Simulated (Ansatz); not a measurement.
## AlH₅Se, SMILES [AlH3-][SeH2+]: a relaxed scan of one distance, step by step

Computed with the Ansatz DFT code, driven from Python.

Interactive session:
```pycon
>>> from dataclasses import dataclass
>>> import ansatz as az
>>> import numpy as np
>>> @dataclass(frozen=True)
... class Options:
...     basis_set: str = "def2-SVP"
...     xc: str = "pbe0"
...
>>> settings = Options()
>>> molecule = (
...     az.Crystal.molecule()
...     .atom("Al", [-0.4861, -0.5687, -0.4375])
...     .atom("Se", [1.0019, 0.1753, 1.254])
...     .atom("H", [-0.482, -2.1074, -0.6378])
...     .atom("H", [-1.9443, -0.1013, -0.0296])
...     .atom("H", [-0.1564, 0.179, -1.8472])
...     .atom("H", [1.8881, 0.8736, 0.1955])
...     .atom("H", [0.24, 1.4816, 1.4569])
... )
>>> calc = molecule.calculation()
>>> calc = calc.basis(gaussian=settings.basis_set)
>>> calc = calc.functional(settings.xc)
>>> symbols = [site.symbol for site in molecule.cartesian_sites]
>>> pairs = [(0, 1), (0, 2), (0, 3), (0, 4), (1, 5), (1, 6)]
>>> print("held (A)   E (eV)        ", "  ".join(f"{symbols[i]}{i}-{symbols[j]}{j}" for i, j in pairs))
held (A)   E (eV)         Al0-Se1  Al0-H2  Al0-H3  Al0-H4  Se1-H5  Se1-H6
>>> for length in [2.18, 2.37, 2.56, 2.85, 3.2]:
...     report = calc.relax(constraints=[az.DistanceConstraint((0, 1), at=length)], force_tolerance=0.02, max_steps=60).run().report
...     xyz = np.array(report["positions_ang"])
...     print(f"{length:6.2f} {report['free_energy_ev']:14.5f}  ", "  ".join(f"{np.linalg.norm(xyz[i] - xyz[j]):.3f}" for i, j in pairs))
...
DeckWarning: relax.constraints: the input's atoms, or those drawn, lie off the distances that are held; a relaxation that starts there is brought onto them ahead of its first SCF, by positions alone, an atom by 9.63e-2 Å at the most. With the symmetry [...]
  2.18   -72005.52786   2.180  1.609  1.610  1.601  1.477  1.476
  2.37   -72006.07244   2.370  1.605  1.605  1.601  1.474  1.473
  2.56   -72006.26190   2.560  1.602  1.602  1.601  1.472  1.473
  2.85   -72006.25791   2.850  1.598  1.598  1.599  1.472  1.472
  3.20   -72006.11017   3.200  1.594  1.596  1.597  1.471  1.471
```

Total energies depend on the basis set; only differences at equal settings carry meaning. Warnings are shown shortened and without file and line. The energies are electronic: no zero-point or thermal terms, and the basis set is short of its limit. Run time: 110 s on 1 thread of Arm Neoverse V1, on a shared host, peak memory 0.24 GiB.
